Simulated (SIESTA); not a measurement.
# Pd in SIESTA: convergence with basis size

Input of the first run (basis size SZ); the others differ in this setting and in those tied to it:

Contents of Pd.fdf:

```
SystemName                      Pd
SystemLabel                     Pd
NumberOfSpecies                 1
NumberOfAtoms                   5
%block ChemicalSpeciesLabel
  1  46 Pd
%endblock ChemicalSpeciesLabel

LatticeConstant                 1.0 Ang
%block LatticeVectors
     2.7505039575     0.0000000000     0.0000000000
    -1.3752519787     2.3820063004     0.0000000000
     0.0000000000     0.0000000000    23.9831083084
%endblock LatticeVectors
AtomicCoordinatesFormat         Fractional
%block AtomicCoordinatesAndAtomicSpecies
     0.6666666667     0.3333333333     0.3127200988  1  Pd
     0.3333333333     0.6666666667     0.4063600494  1  Pd
     0.0000000000     0.0000000000     0.5000000000  1  Pd
     0.6666666667     0.3333333333     0.5936399506  1  Pd
     0.3333333333     0.6666666667     0.6872799012  1  Pd
%endblock AtomicCoordinatesAndAtomicSpecies

%block kgrid.MonkhorstPack
    8   0   0  0.0
    0   8   0  0.0
    0   0   1  0.0
%endblock kgrid.MonkhorstPack
XC.Functional                   LDA
XC.Authors                      PW92
PAO.BasisSize                   SZ
PAO.EnergyShift                 0.003 Ry
Mesh.Cutoff                     800 Ry
OccupationFunction              FD
ElectronicTemperature           0.05 eV
Slab.DipoleCorrection           vacuum
MaxSCFIterations                120
SCF.MustConverge                false
SCF.Mixer.Method                Pulay
SCF.Mixer.Weight                0.25
SCF.Mixer.History               8
SCF.DM.Tolerance                5.0e-05
SCF.H.Tolerance                 1.0e-03 eV
WriteForces                     true
Charge.Mulliken                 end
```

Potentials or basis: PseudoDojo 0.4 standard (LDA files), SZ (energy shift 0.003 Ry).

The run is started by

```bash
$ siesta < Pd.fdf > Pd.out 2>&1
```

Hardware: 1 thread of Arm Neoverse V2, on a shared host.

The values tried are SZ, SZP, DZ, DZP, DZDP, TZP, TZDP, TZTP, loosest first. From which on does the largest force stay within 0.005 eV/Å of the tightest run that finished?

From TZDP on.

| basis size | energy less the tightest run, at zero smearing (meV/atom) | largest force (eV/Å) | SCF cycles | CPU time (s) | peak memory (GiB) |
| --- | --- | --- | --- | --- | --- |
| SZ | 980.53 | 0.237 | 16 | 40 | 0.41 |
| SZP | 347.12 | 0.364 | 15 | 120 | 0.6 |
| DZ | 220.75 | 0.260 | 17 | 65 | 0.47 |
| DZP | 67.19 | 0.184 | 15 | 150 | 0.65 |
| DZDP | 44.43 | 0.212 | 15 | 220 | 0.75 |
| TZP | 36.59 | 0.196 | 15 | 200 | 0.74 |
| TZDP | 16.36 | 0.202 | 16 | 300 | 0.84 |
| TZTP | 0.00 | 0.203 | 16 | 430 | 0.96 |

Not settled before the last step: the energy (to 1 meV/atom). The tightest run that finished is the yardstick and may itself not be fully converged.
